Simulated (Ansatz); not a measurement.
# BiSbSe under changes of volume

One of the cells (31.493 Å³/atom); the others are scaled copies at fixed shape and fractional positions:

```
CELL_PARAMETERS angstrom
4.81662 0.00000 0.00000
-2.40831 4.17131 0.00000
0.00000 0.00000 4.70240
ATOMIC_POSITIONS crystal
Sb 0.66667 0.33333 0.50000
Bi 0.00000 0.00000 0.00000
Se 0.33333 0.66667 0.50000
```

The cell was built by a generator and needn't be a form met in nature.

| Quantity | Value |
| --- | --- |
| Program | Ansatz 0.2.0 |
| Functional | PBE |
| Potentials or basis | all-electron LAPW, scalar-relativistic |
| Cutoff | 234 eV (chosen from the basis error) |
| Basis error allowed | 0.001 eV/atom |
| k mesh | 7 × 7 × 6 |
| Occupations | fermi-dirac, width 0.05 eV |
| Spin | no spin polarisation |

| volume (Å³/atom) | energy over the lowest point (meV/atom) | pressure (GPa) |
| --- | --- | --- |
| 29.603 | 5.10 | 1.7 |
| 30.233 | 0.56 | 0.7 |
| 30.863 | 0.00 | -0.3 |
| 31.493 | ? | ? |
| 32.123 | 9.07 | -1.9 |
| 32.753 | 18.00 | -2.6 |
| 33.383 | 29.44 | -3.2 |

Problem. What does the run at 31.493 Å³/atom give?

Solution. Energy over the lowest point 2.95 meV/atom; pressure -1.1 GPa.

Worked out: A Birch-Murnaghan fit of order 3 (a polynomial in V^(-2/3)) to the other rows has its minimum at 30.64 Å³/atom with B0 = V·E''(V) = 45 GPa and B' = 4.6 at fixed shape and positions, which overstates the stiffness. It gives 2.96 meV/atom at 31.493 Å³/atom, against the run's 2.95, and -dE/dV = -1.2 GPa, against -1.1.

Energies are extrapolated to zero smearing.
